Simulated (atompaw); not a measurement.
# A PAW (atompaw) potential for rhodium, from input to tests

Do these settings give a usable potential? It is generated, then checked for scattering, ghosts and hardness.

Method: atompaw 4.2.0.5, PBEsol, scalar-relativistic.

## (1) The design

Typed settings, in words:

```json
{
  "element": "rhodium (Rh, Z = 45)",
  "type": "PAW",
  "frozen core": "[Ar] 3d10",
  "valence charge": "17",
  "reference configuration": "4s2 4p6 4d8 5s0 5p0 (charge +1)",
  "partial waves": "4s (bound); 5s (bound, empty); 4p (bound); 5p (bound, empty); 4d (bound); 4d channel at -0.55 Ry",
  "local potential": "bessel scheme, radius 1.60 bohr",
  "core correction": "smooth core density matched at 1.90 bohr",
  "augmentation charge": "sinc compensation charge, radius 1.80 bohr; PAW radius 2.00 bohr; waves and projectors: bloechl"
}
```

The nodes and maxima of the atom's own shells, from an earlier all-electron run, set the scale for the radii.

All-electron outer shells of the reference configuration (PBEsol, scalar-relativistic, ld1.x):

```tsv
shell	level (eV)	outermost node (bohr)	outermost maximum (bohr)
3p	-490.15	0.15	0.34
3d	-308.18	–	0.29
4s	-90.11	0.47	0.88
4p	-58.09	0.47	0.94
4d	-13.59	0.46	1.15
5s	-10.74	1.19	2.51
5p	-6.08	1.34	3.18
```

## (2) Generating the potential

Rh.input reads:

```
Rh 45
GGA-PBESOL scalarrelativistic loggrid 1500 logderivrange -9 5 351
5 5 4 0 0 0
5 0 0
5 1 0
4 2 8
0 0 0
c
c
c
v
v
c
c
v
v
c
v
2
2.00 1.80 1.60 1.90
n
n
y
-0.55
n
bloechl sinc
bessel
PWSCFOUT
UPFDX 0.0125d0 UPFXMIN -7.d0 UPFZMESH 45.d0
END
```

Launch:

```bash
$ atompaw < Rh.input > Rh.log
```

What does the calculation give? Wanted: cutoffs for 10 and 1 mRy, occupied levels; bound ghosts; largest phase difference near zero energy, channels read; lowest eigenvalue of the overlap; share of valence orbitals outside the PAW sphere; UPF file.

As calculated:

```
                                                quantity                                      value
               cutoffs for 10 and 1 mRy, occupied levels                            40 Ry and 50 Ry
                                            bound ghosts                                 none found
largest phase difference near zero energy, channels read                                  0.006 rad
         lowest eigenvalue of the overlap (Bessel basis)                                  0.006 (d)
        share of valence orbitals outside the PAW sphere  4s 1 %, 5s 84 %, 4p 3 %, 5p 94 %, 4d 21 %
                                                UPF file                                    written
```

**Reading.** The overlap operator is nearly singular (0.006). The potential is of middling hardness: the looser tolerance needs 40 Ry. It is free of bound ghosts as far as tested. Near zero energy the phases of the channels with partial waves agree within 0.006 rad. All of this concerns the isolated atom, not yet a solid.
